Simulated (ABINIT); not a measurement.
# AgRh (P-6m2) in ABINIT: further runs

Aim: see how the results for AgRh move with the level of theory and the settings. Levels: r2SCAN, SCAN, revPBE, PW91, WC. Tasks: band structure.

Program: ABINIT 10.8.3 (patched build). These are calculated values, not measurements. Logs are shortened: lines on timing, memory, paths and dates and some standing lists are left out, and cuts for length are marked. The log counts tension as positive stress, the text compression.

## (1) The crystal as given

The structure is hexagonal, space group P-6m2 (No. 187). Conventional cell: a = 2.778 Å, b = 2.778 Å, c = 4.809 Å, α = 90.00°, β = 90.00°, γ = 120.00°. Around Ag (site symmetry -6m2) lie 6 Ag at 2.78 Å and 6 Rh at 2.89 Å. Rh (site symmetry -6m2) is surrounded by 6 Rh at 2.78 Å and 6 Ag at 2.89 Å.

The cell comes from a database or a generator and needn't be the stable form of this composition.

## (2) Band structure, r2SCAN

run.abi reads:

```
ndtset 2

pp_dirpath "./"
pseudos "Ag.GGA_PBE-JTH.xml, Rh.GGA_PBE-JTH.xml"

acell 3*1.0 Angstrom
rprim
     2.7775881998     0.0000000000     0.0000000000
    -1.3887940999     2.4054619423     0.0000000000
     0.0000000000     0.0000000000     4.8086020000
ntypat 2
znucl 47 45
natom 2
typat 1 2
xred
     0.0000000000     0.0000000000     0.5000000000
     0.6666666667     0.3333333333     0.0000000000

ecut 20.0
pawecutdg 40.0

ixc -497498
usekden 1
pawxcdev 0

occopt 3
tsmear 0.00183747

nstep 100

iomode 3
prtwf 0
prteig 0
prtebands 0
enunit 1
prtden1 1
prtkden1 1

kptopt1 1
ngkpt1 11 11 6
nshiftk1 1
shiftk1 0.0 0.0 0.0
nband1 18
tolvrs1 1.0e-7

iscf2 -2
getden2 1
getkden2 1
nband2 24
nbdbuf2 4
tolwfr2 1.0e-11
kptopt2 -7
ndivsm2 6
prteig2 1
kptbounds2
     0.0000000000     0.0000000000     0.0000000000
     0.5000000000     0.0000000000     0.0000000000
     0.3333333333     0.3333333333     0.0000000000
     0.0000000000     0.0000000000     0.0000000000
     0.0000000000     0.0000000000     0.5000000000
     0.5000000000     0.0000000000     0.5000000000
     0.3333333333     0.3333333333     0.5000000000
     0.0000000000     0.0000000000     0.5000000000
```

Potentials or basis: JTH PAW PBE v2.0.

Command:

```bash
$ abinit run.abi > log 2>&1
```

run.abo:

```text
.Version 10.8.3 of ABINIT
 DATASET    1 : space group P-6 m 2 (#187); Bravais hP (primitive hexag.)
================================================================================
 Values of the parameters that define the memory need for DATASET  1.
     intxc =       0    ionmov =       0      iscf =      17    lmnmax =      18
     lnmax =       6     mgfft =      40  mpssoang =       3    mqgrid =    3001
     natom =       2  nloc_mem =       2    nspden =       1   nspinor =       1
    nsppol =       1      nsym =      12    n1xccc =       1    ntypat =       2
    occopt =       3   xclevel =       2
       mpw =         936          nfft =       23040          nkpt =          64
 PAW method is used; the additional fine FFT grid is defined by:
   mgfftf=        54    nfftf =     48600
================================================================================
================================================================================

 DATASET    2 : space group P-6 m 2 (#187); Bravais hP (primitive hexag.)
================================================================================
 Values of the parameters that define the memory need for DATASET  2.
     intxc =       0    ionmov =       0      iscf =      -2    lmnmax =      18
     lnmax =       6     mgfft =      40  mpssoang =       3    mqgrid =    3001
     natom =       2  nloc_mem =       2    nspden =       1   nspinor =       1
    nsppol =       1      nsym =      12    n1xccc =       1    ntypat =       2
    occopt =       3   xclevel =       2
       mpw =         942          nfft =       23040          nkpt =          73
 PAW method is used; the additional fine FFT grid is defined by:
   mgfftf=        54    nfftf =     48600
================================================================================
================================================================================

--------------------------------------------------------------------------------
------------- Echo of variables that govern the present computation ------------
--------------------------------------------------------------------------------
 -outvars: echo values of preprocessed input variables --------
            acell      1.8897261259E+00  1.8897261259E+00  1.8897261259E+00 Bohr
              amu      1.07868200E+02  1.02905500E+02
             ecut      2.00000000E+01 Hartree
           enunit           1
           getden1          0
           getden2          1
          getkden1          0
          getkden2          1
             iscf1         17
             iscf2         -2
                       outvar_i_n : Printing only first  50 k-points.
              ixc     -497498
           jdtset        1    2
                       outvar_i_n : Printing only first  50 k-points.
           kptopt1          1
           kptopt2         -7
         kptrlatt       11    0    0      0   11    0      0    0    6
          kptrlen1     5.45216450E+01
          kptrlen2     3.00000000E+01
            natom           2
            nband1         18
            nband2         24
           nbdbuf1          0
           nbdbuf2          4
           ndtset           2
           ndivsm1          0
           ndivsm2          6
            ngfft          24      24      40
          ngfftdg          30      30      54
             nkpt1         64
             nkpt2         73
            nstep         100
             nsym          12
           ntypat           2
                       prtocc : prtvol=0, do not print more k-points.
           occopt           3
        pawecutdg      4.00000000E+01 Hartree
         pawxcdev           0
        prtebands           0
           prteig1          0
           prteig2          1
          prtkden           1
            prtwf           0
            rprim      2.7775881998E+00  0.0000000000E+00  0.0000000000E+00
                      -1.3887940999E+00  2.4054619423E+00  0.0000000000E+00
                       0.0000000000E+00  0.0000000000E+00  4.8086020000E+00
           shiftk1     0.00000000E+00  0.00000000E+00  0.00000000E+00
           shiftk2     5.00000000E-01  5.00000000E-01  5.00000000E-01
[... 244 lines left out ...]
 R(3)=  0.0000000  0.0000000  9.0869408  G(3)=  0.0000000  0.0000000  0.1100480
 Unit cell volume ucvol=  2.1681124E+02 bohr^3
 Angles (23,13,12)=  9.00000000E+01  9.00000000E+01  1.20000000E+02 degrees

 Coarse grid specifications (used for wave-functions):

 getcut: wavevector=  0.0000  0.0000  0.0000  ngfft=  24  24  40
         ecut(hartree)=     20.000   => boxcut(ratio)=   2.18656

 Fine grid specifications (used for densities):

 getcut: wavevector=  0.0000  0.0000  0.0000  ngfft=  30  30  54
         ecut(hartree)=     40.000   => boxcut(ratio)=   2.00900
--------------------------------------------------------------------------------

[... 31 lines left out ...]
 Total kinetic energy density [Ha/Bohr^3]
)     Maximum=    1.0319E+00  at reduced coord.    0.6667    0.3333    0.9259
)     Minimum=    1.6389E-03  at reduced coord.    0.0000    0.0000    0.5000
   Integrated=    2.5176E+01
--------------------------------------------------------------------------------

--- !ResultsGS
iteration_state: {dtset: 2, }
comment   : Summary of ground state results
lattice_vectors:
- [  5.2488810,   0.0000000,   0.0000000, ]
- [ -2.6244405,   4.5456643,   0.0000000, ]
- [  0.0000000,   0.0000000,   9.0869408, ]
lattice_lengths: [   5.24888,    5.24888,    9.08694, ]
lattice_angles: [ 90.000,  90.000, 120.000, ] # degrees, (23, 13, 12)
lattice_volume:   2.1681124E+02
convergence: {deltae:  0.000E+00, res2:  0.000E+00, residm:  1.000E-11, diffor:  0.000E+00, }
etotal    :  -1.16095853E+02
entropy   :   0.00000000E+00
fermie    :   2.99991048E-01
cartesian_stress_tensor: null
pressure_GPa: null
xred      :
- [  0.0000E+00,   0.0000E+00,   5.0000E-01, Ag]
- [  6.6667E-01,   3.3333E-01,   0.0000E+00, Rh]
cartesian_forces: null
force_length_stats: {min: null, max: null, mean: null, }
...

 Integrated electronic density in atomic spheres:
 ------------------------------------------------
 Atom  Sphere_radius  Integrated_density
    1        2.51516          9.88899410
    2        2.21251         14.82323227

================================================================================

 ----iterations are completed or convergence reached----

 Mean square residual over all n,k,spin=   52.675E-13; max=  99.996E-13
 reduced coordinates (array xred) for    2 atoms
       0.000000000000      0.000000000000      0.500000000000
       0.666666666667      0.333333333333      0.000000000000

 cartesian coordinates (angstrom) at end:
    1      0.00000000000000     0.00000000000000     2.40430100000000
    2      1.38879409990000     0.80182064743333     0.00000000000000
 length scales=  1.889726125908  1.889726125908  1.889726125908 bohr
              =  1.000000000000  1.000000000000  1.000000000000 angstroms
 Eigenvalues (   eV  ) for nkpt=  73  k points:
 kpt#   1, nband= 24, wtk=  1.00000, kpt=  0.0000  0.0000  0.0000 (reduced coord)
 -71.92408  -38.86288  -38.84219  -38.84219    0.91624    2.23705    3.67980    3.67980
   4.82780    4.89287    4.89287    6.35381    6.35381    8.30344    8.30344    8.54755
  13.79487   25.76404   26.41963   28.29133   30.54802   30.54802   32.90527   32.92079
 kpt#   2, nband= 24, wtk=  1.00000, kpt=  0.0417  0.0000  0.0000 (reduced coord)
 -71.92317  -38.86189  -38.84963  -38.84398    0.97397    2.27120    3.65678    3.71047
   4.84033    4.86175    4.88262    6.32582    6.39472    7.87387    8.29927    9.05313
  13.79940   25.78329   26.49873   28.16763   30.03944   30.10544   31.97516   32.95023
 kpt#   3, nband= 24, wtk=  1.00000, kpt=  0.0833  0.0000  0.0000 (reduced coord)
 -71.92049  -38.87140  -38.85900  -38.84922    1.14402    2.36850    3.59514    3.80125
   4.69020    4.85268    4.95911    6.25028    6.51605    7.41859    8.28702    9.73080
  13.81455   25.72774   26.72760   27.64383   29.06515   29.73473   30.65809   33.03917
 kpt#   4, nband= 24, wtk=  1.00000, kpt=  0.1250  0.0000  0.0000 (reduced coord)
 -71.91620  -38.90595  -38.85754  -38.85440    1.41540    2.51191    3.51745    3.94823
   4.46335    4.80543    5.10337    6.15639    6.71358    7.02962    8.26751   10.47255
  13.84490   25.11654   27.07611   27.18526   28.00917   29.37757   29.88351   33.32460
 kpt#   5, nband= 24, wtk=  1.00000, kpt=  0.1667  0.0000  0.0000 (reduced coord)
[... 261 lines left out ...]
   4.00995    4.42232    4.79756    6.01480    6.61932    6.86536    8.16546    8.24997
  20.75481   21.62184   26.02202   26.16486   27.54830   28.73062   29.91125   30.64924
 kpt#  71, nband= 24, wtk=  1.00000, kpt=  0.0476  0.0476  0.5000 (reduced coord)
 -71.92051  -38.87065  -38.86045  -38.84927    1.98777    3.05296    3.56411    3.76471
   3.98441    4.55438    4.81377    5.94212    6.51295    6.67595    8.22227    8.25469
  20.48897   21.48599   25.97832   26.64512   28.75873   29.90240   29.93093   30.93314
 kpt#  72, nband= 24, wtk=  1.00000, kpt=  0.0238  0.0238  0.5000 (reduced coord)
 -71.92315  -38.86336  -38.84948  -38.84397    1.84235    2.93092    3.62449    3.67575
   3.99557    4.73071    4.82001    5.76575    6.51981    6.56751    8.25576    8.26300
  20.32271   21.40142   25.87529   26.84217   29.74428   30.06701   30.91528   31.22089
 kpt#  73, nband= 24, wtk=  1.00000, kpt=  0.0000  0.0000  0.5000 (reduced coord)
 -71.92404  -38.86436  -38.84221  -38.84221    1.79227    2.88564    3.64579    3.64579
   4.00023    4.82146    4.82146    5.66951    6.53245    6.53245    8.26678    8.26678
  20.26622   21.37269   25.82904   26.88623   30.16226   30.16226   31.33725   31.33725

== END DATASET(S) ==============================================================
================================================================================

 -outvars: echo values of variables after computation  --------
            acell      1.8897261259E+00  1.8897261259E+00  1.8897261259E+00 Bohr
           etotal1    -1.1609585326E+02
            fcart1    -0.0000000000E+00 -0.0000000000E+00 -0.0000000000E+00
                      -0.0000000000E+00 -0.0000000000E+00 -0.0000000000E+00
            rprim      2.7775881998E+00  0.0000000000E+00  0.0000000000E+00
                      -1.3887940999E+00  2.4054619423E+00  0.0000000000E+00
                       0.0000000000E+00  0.0000000000E+00  4.8086020000E+00
           strten1     2.1438191632E-04  2.1438191565E-04  2.1423202844E-04
                       0.0000000000E+00  0.0000000000E+00  0.0000000000E+00
           xangst      0.0000000000E+00  0.0000000000E+00  2.4043010000E+00
                       1.3887940999E+00  8.0182064743E-01  0.0000000000E+00
             xred      0.0000000000E+00  0.0000000000E+00  5.0000000000E-01
                       6.6666666667E-01  3.3333333333E-01  0.0000000000E+00
 Calculation completed.
```

Run time: 3.1 min. Hardware: 1 thread of Arm Neoverse V2, shared host; peak memory 0.15 GiB.

What came out:

```yaml
Free_energy: -3159.1291 eV
Pressure: -6.3 GPa
Band_gap_on_the_k_mesh: none (metal or under the smearing width)
Valence_electrons_inside_the_program's_atomic_spheres: Ag 9.89; Rh 14.82
```

Levels at the corners of the path, in eV from the Fermi level:
```csv
point,band 12,band 13,band 14,band 15,band 16,band 17
Γ,-1.81,-1.81,0.14,0.14,0.38,5.63
M,-1.58,-0.11,1.20,2.02,4.28,8.91
K,-1.36,-0.99,-0.56,5.58,5.78,6.00
Γ,-1.81,-1.81,0.14,0.14,0.38,5.63
A,-2.49,-1.63,-1.63,0.10,0.10,12.10
L,-0.58,-0.16,1.20,1.98,2.71,6.84
H,-1.75,-1.23,0.01,5.82,7.38,7.62
A,-2.49,-1.63,-1.63,0.10,0.10,12.10
```

Caveat: totals of a meta-GGA on PAW files have another zero than those of a GGA; the PAW data sets were made with another functional, which shifts forces and pressure a little.

## (3) Band structure, SCAN

Changes to run.abi since step 2:

```diff
@@ -21,3 +21,3 @@
 
-ixc -497498
+ixc -263267
 usekden 1
```

Potentials or basis: JTH PAW PBE v2.0.

Command:

```bash
$ abinit run.abi > log 2>&1
```

Wall time 4.1 min (1 thread of Arm Neoverse V2, shared host); peak memory 0.15 GiB.

Results (log left out):

```
Free energy                                           : -3189.2284 eV
Pressure                                              : -8.2 GPa
Band gap on the k mesh                                : none (metal or under the smearing width)
Valence electrons inside the program's atomic spheres : Ag 9.89; Rh 14.81
```

Stress tensor (GPa, compression positive):
```
-8.29  0.00  0.00
 0.00 -8.29  0.00
 0.00  0.00 -8.02
```

Levels at the corners of the path, in eV from the Fermi level:
```
point  band 10  band 11  band 12  band 13  band 14  band 15  band 16  band 17  band 18  band 19
    Γ    -3.24    -3.24    -1.80    -1.80     0.13     0.13     0.34     5.59    17.59    18.26
    M    -2.75    -2.34    -1.58    -0.11     1.23     1.99     4.26     8.83     9.11    12.24
    K    -2.27    -1.88    -1.35    -0.99    -0.52     5.55     5.76     5.95    11.96    12.41
    Γ    -3.24    -3.24    -1.80    -1.80     0.13     0.13     0.34     5.59    17.59    18.26
    A    -3.31    -3.31    -2.48    -1.62    -1.62     0.09     0.09    12.08    13.16    17.63
    L    -2.34    -1.81    -0.60    -0.13     1.24     1.92     2.66     6.81     8.30    15.36
    H    -2.20    -2.03    -1.75    -1.23     0.05     5.77     7.36     7.58     8.33     8.91
    A    -3.31    -3.31    -2.48    -1.62    -1.62     0.09     0.09    12.08    13.16    17.63
```

Caveat: totals of a meta-GGA on PAW files have another zero than those of a GGA; the PAW data sets were made with another functional, which shifts forces and pressure a little.

## (4) Band structure, revPBE

Changes to run.abi since step 3:

```diff
@@ -20,6 +20,5 @@
 pawecutdg 40.0
+pawxcdev 0
 
-ixc -263267
-usekden 1
-pawxcdev 0
+ixc 14
 
@@ -36,3 +35,2 @@
 prtden1 1
-prtkden1 1
 
@@ -43,3 +41,3 @@
 nband1 18
-tolvrs1 1.0e-7
+tolvrs1 1.0e-9
 
@@ -47,3 +45,2 @@
 getden2 1
-getkden2 1
 nband2 24
```

Command:

```bash
$ abinit run.abi > log 2>&1
```

It took 57 s on 1 thread of Arm Neoverse V2, shared host; peak memory 0.13 GiB.

Results (log left out):

```yaml
Free_energy: -4067.9537 eV
Pressure: 0.7 GPa
Band_gap_on_the_k_mesh: none (metal or under the smearing width)
Valence_electrons_inside_the_program's_atomic_spheres: Ag 9.88; Rh 14.79
```

Stress tensor (GPa, compression positive):
```
1.02 0.00 0.00
0.00 1.02 0.00
0.00 0.00 0.13
```

Levels at the corners of the path, in eV from the Fermi level:
| point | band 11 | band 12 | band 13 | band 14 | band 15 | band 16 | band 17 | band 18 |
| --- | --- | --- | --- | --- | --- | --- | --- | --- |
| Γ | -3.09 | -1.76 | -1.76 | 0.14 | 0.14 | 0.21 | 5.37 | 16.79 |
| M | -2.20 | -1.57 | -0.09 | 1.13 | 1.87 | 4.05 | 8.48 | 8.71 |
| K | -1.84 | -1.31 | -0.94 | -0.53 | 5.26 | 5.48 | 5.68 | 11.48 |
| Γ | -3.09 | -1.76 | -1.76 | 0.14 | 0.14 | 0.21 | 5.37 | 16.79 |
| A | -3.16 | -2.44 | -1.58 | -1.58 | 0.10 | 0.10 | 11.56 | 12.63 |
| L | -1.73 | -0.57 | -0.16 | 1.13 | 1.77 | 2.52 | 6.52 | 7.95 |
| H | -1.95 | -1.70 | -1.16 | 0.02 | 5.52 | 7.01 | 7.24 | 7.99 |
| A | -3.16 | -2.44 | -1.58 | -1.58 | 0.10 | 0.10 | 11.56 | 12.63 |

Caveat: the PAW data sets were made with another functional, which shifts forces and pressure a little.

## (5) Band structure, PW91

Changes to run.abi since step 4:

```diff
@@ -22,3 +22,3 @@
 
-ixc 14
+ixc -109134
```

Command:

```bash
$ abinit run.abi > log 2>&1
```

Wall time 61 s (1 thread of Arm Neoverse V2, shared host); peak memory 0.13 GiB.

The run converged. Its results:

- Free energy: -4075.1138 eV
- Pressure: -2.2 GPa
- Band gap on the k mesh: none (metal or under the smearing width)
- Valence electrons inside the program's atomic spheres: Ag 9.89; Rh 14.80

Stress tensor (GPa, compression positive):
```
-2.07  0.00  0.00
 0.00 -2.07  0.00
 0.00  0.00 -2.58
```

Levels at the corners of the path, in eV from the Fermi level:
```tsv
point	band 10	band 11	band 12	band 13	band 14	band 15	band 16	band 17	band 18	band 19
Γ	-3.10	-3.10	-1.77	-1.77	0.14	0.14	0.23	5.33	16.89	17.54
M	-2.64	-2.21	-1.57	-0.09	1.13	1.88	4.03	8.44	8.71	11.70
K	-2.18	-1.83	-1.30	-0.93	-0.53	5.27	5.44	5.65	11.46	11.92
Γ	-3.10	-3.10	-1.77	-1.77	0.14	0.14	0.23	5.33	16.89	17.54
A	-3.17	-3.17	-2.44	-1.58	-1.58	0.10	0.10	11.57	12.62	16.93
L	-2.21	-1.73	-0.57	-0.15	1.13	1.76	2.53	6.47	7.92	14.73
H	-2.13	-1.95	-1.70	-1.16	0.02	5.51	7.00	7.24	7.91	8.53
A	-3.17	-3.17	-2.44	-1.58	-1.58	0.10	0.10	11.57	12.62	16.93
```

Caveat: the PAW data sets were made with another functional, which shifts forces and pressure a little.

## (6) Band structure, WC

Changes to run.abi since step 5:

```diff
@@ -22,3 +22,3 @@
 
-ixc -109134
+ixc 23
```

Potentials or basis: JTH PAW PBE v2.0.

Command:

```bash
$ abinit run.abi > log 2>&1
```

It took 57 s on 1 thread of Arm Neoverse V2, shared host; peak memory 0.13 GiB.

It converged, with:

```
Free energy                                           : -4073.5068 eV
Pressure                                              : -9.4 GPa
Band gap on the k mesh                                : none (metal or under the smearing width)
Valence electrons inside the program's atomic spheres : Ag 9.88; Rh 14.77
```

Stress tensor (GPa, compression positive):
```
-9.37  0.00  0.00
 0.00 -9.37  0.00
 0.00  0.00 -9.47
```

Levels at the corners of the path, in eV from the Fermi level:
```
point  band 12  band 13  band 14  band 15  band 16  band 17
    Γ    -1.78    -1.78     0.14     0.14     0.14     5.30
    M    -1.61    -0.08     1.13     1.83     3.98     8.37
    K    -1.30    -0.92    -0.53     5.21     5.39     5.60
    Γ    -1.78    -1.78     0.14     0.14     0.14     5.30
    A    -2.47    -1.59    -1.59     0.10     0.10    11.51
    L    -0.57    -0.16     1.13     1.69     2.45     6.44
    H    -1.72    -1.15     0.03     5.45     6.94     7.19
    A    -2.47    -1.59    -1.59     0.10     0.10    11.51
```

Caveat: the PAW data sets were made with another functional, which shifts forces and pressure a little.

## (7) Summary

```csv
level,gap on the mesh (eV),pressure (GPa)
r2SCAN,none,-6.3
SCAN,none,-8.2
revPBE,none,0.7
PW91,none,-2.2
WC,none,-9.4
```

Alike in all rows: task band structure; potentials or basis JTH PAW PBE v2.0; no spin polarisation; cell as given; k mesh 11 × 11 × 6; cutoff (eV) 544; smearing fermi-dirac 0.05 eV.

Every run on the cell as given and a fine mesh finds a metal. The pressure there spans -9.4 GPa (WC) to 0.7 GPa (revPBE); a positive pressure means that this level wants a larger cell, a negative one a smaller.

Caveats: the PAW data sets were made with another functional, which shifts forces and pressure a little; totals of a meta-GGA on PAW files have another zero than those of a GGA (some runs).

Absolute energies hang on the potentials; compare differences alone.
